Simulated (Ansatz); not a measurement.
# ClGeH3: the cost of one run

All numbers below are computed with Ansatz 0.2.0 (RKS PBE-D4/def2-SVP).

**1. Starting point**

Bond lengths: Ge1–Cl2 2.220 Å, Ge1–H3 1.550 Å, Ge1–H4 1.549 Å, Ge1–H5 1.549 Å. Angles: Cl2–Ge1–H3 109.5°, Cl2–Ge1–H4 109.5°, Cl2–Ge1–H5 109.5°, H3–Ge1–H4 109.5°, H3–Ge1–H5 109.5°, H4–Ge1–H5 109.5°.

As a file:

```xyz
5

Ge    0.0000    0.0000    0.0000
Cl    0.0000    0.0000    2.2200
H     1.4616    0.0000   -0.5162
H    -0.7300    1.2648   -0.5162
H    -0.7300   -1.2648   -0.5162
```

**2. Preparing the start**

input.yaml reads:

```yaml
crystal:
  periodic: [false, false, false]
  atoms:
    - { symbol: Ge, position_ang: [0.0, 0.0, 0.0] }
    - { symbol: Cl, position_ang: [0.0, 0.0, 2.22] }
    - { symbol: H, position_ang: [1.4616, 0.0, -0.5162] }
    - { symbol: H, position_ang: [-0.73, 1.2648, -0.5162] }
    - { symbol: H, position_ang: [-0.73, -1.2648, -0.5162] }
basis:
  gaussian: { orbitals: def2-SVP }
hamiltonian:
  xc: pbe
  dispersion: d4
relax:
  f_tol: 0.02
  max_steps: 40
```

Command:

```sh
> ansatz run input.yaml --threads 1 --pin off --max-ram 2048MiB --backend cpu --events-out ev --progress --plain --runs-dir out
```

**Question.** How long does this run take on 1 thread of Arm Neoverse V1, shared host, and how much memory does it need?

About 7.6 s, with a peak of 0.11 GiB.
